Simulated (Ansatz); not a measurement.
## Pt, space group Im-3m: relaxations under a series of pressures, step by step

With the Ansatz DFT code, driven from Python.

The script reads `POSCAR`:
```text
Pt
1.0
  -1.58422000    1.58422000    1.58422000
   1.58422000   -1.58422000    1.58422000
   1.58422000    1.58422000   -1.58422000
Pt
1
Direct
   0.00000000    0.00000000    0.00000000
```

At the Python prompt:
```pycon
>>> import ansatz as az
>>> from ase.io import read
>>> import numpy as np
>>> import pandas as pd
>>> def edges_and_angles(cell):
...     cell = np.asarray(cell)
...     a, b, c = np.linalg.norm(cell, axis=1)
...     cosines = cell[1] @ cell[2] / (b * c), cell[0] @ cell[2] / (a * c), cell[0] @ cell[1] / (a * b)
...     return (a, b, c, *np.degrees(np.arccos(cosines)))
...
>>> atoms = read("POSCAR", format="vasp")
>>> xtal = az.Crystal.from_ase(atoms)
>>> xtal.resolved().tree()["lattice"]
((-1.58422, 1.58422, 1.58422), (1.58422, -1.58422, 1.58422), (1.58422, 1.58422, -1.58422))
>>> setup = xtal.calculation()
>>> setup = setup.functional("r2scan")
>>> setup = setup.occupations(az.OccupationsMethod.COLD, width=50 * az.meV).kpoints(15)
>>> setup = setup.basis(20 * az.Ha)
>>> # H = F + PV, with 1 GPa A^3 = 1/160.21766 eV
>>> rows = []
>>> for pressure in [0, 5, 10, 20]:
...     outcome = setup.relax(cell=True, pressure=pressure).run(threads=1)
...     cell = outcome.lattice.cell_ang
...     n_atoms = len(outcome.lattice.sites)
...     volume = abs(np.linalg.det(cell)) / n_atoms
...     enthalpy = outcome.report["free_energy_ev"] / n_atoms + pressure * volume / 160.21766
...     rows.append((pressure, volume, enthalpy, *edges_and_angles(cell)))
...     print(f"{pressure} GPa done: {volume:.4f} A^3/atom")
...
0 GPa done: 15.4657 A^3/atom
5 GPa done: 15.1881 A^3/atom
10 GPa done: 14.9346 A^3/atom
20 GPa done: 14.4923 A^3/atom
>>> table = pd.DataFrame(rows, columns=["P_GPa", "V_A3_atom", "H_eV_atom", "a", "b", "c", "alpha", "beta", "gamma"])
>>> table.round(4)
   P_GPa  V_A3_atom   H_eV_atom       a       b       c     alpha      beta     gamma
0      0    15.4657 -12536.7070  2.7185  2.7185  2.7185  109.4712  109.4712  109.4712
1      5    15.1881 -12536.2287  2.7021  2.7021  2.7021  109.4712  109.4712  109.4712
2     10    14.9346 -12535.7587  2.6870  2.6870  2.6870  109.4712  109.4712  109.4712
3     20    14.4923 -12534.8407  2.6602  2.6602  2.6602  109.4712  109.4712  109.4712
>>> p, v = np.array([row[0] for row in rows], float), np.array([row[1] for row in rows])
>>> print("mean bulk modulus between rows (GPa):", np.round(-np.diff(p) / np.diff(np.log(v)), 1))
mean bulk modulus between rows (GPa): [276.1 297.  332.6]
```

The volume falls from 15.47 Å³ an atom at 0 GPa to 14.49 at 20 GPa, by 6.3 %. Between 0 and 5 GPa, -V dP/dV is about 276 GPa, a mean over that step.

What to keep in mind:
- Total energies depend on the potentials; only differences at equal settings carry meaning.
- At a fixed pressure a relaxation lowers the enthalpy F + PV, while F alone can rise.
- Edges and angles are those of the cell as typed, here a primitive one, not of the conventional cell.
- Spin-orbit coupling, which matters for elements this heavy, is left out.
- This isn't the structure that Pt takes at ambient conditions.
- Symmetry holds the cell in this phase, whether or not it is the stable one at each pressure.
- Hardware and time: 75 s on 1 thread of Intel(R) Xeon(R) Processor @ 2.30GHz (shared host), peak memory 0.67 GiB.
